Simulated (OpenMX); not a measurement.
TaTe in OpenMX: the effect of dispersion

The system is TaTe.

```
Ta Te
1.0
     3.42009    0.00000    0.00000
     0.00000    3.42009    0.00000
     0.00000    0.00000    3.42009
Ta Te
1 1
Direct
  0.50000 0.50000 0.50000
  0.00000 0.00000 0.00000
```

The cell was built by a generator and needn't be a form met in nature.

Alike in all runs:

| Quantity | Value |
| --- | --- |
| Program | OpenMX 3.8.5 |
| Task | single point |
| Functional | PBE |
| Potentials or basis | OpenMX 2013 PBE set, Ta7.0-s3p2d2f1, Te7.0-s3p2d2f1, grid cutoff 500 Ry |
| k mesh | 7 × 7 × 7 |
| Occupations | fermi-dirac, width 0.05 eV |
| Spin | no spin polarisation |

```csv
dispersion,pressure (GPa)
none,1.4
D3,-3.7
D3(BJ),-4.1
D4,?
```

**Question.** What does the run with dispersion D4 give?

**Answer.** Pressure -2.5 GPa.

Caveats: the basis of atomic orbitals isn't converged, which shifts pressures, moduli and gaps; pairwise dispersion overbinds metals, which lowers pressure and volume (some runs).
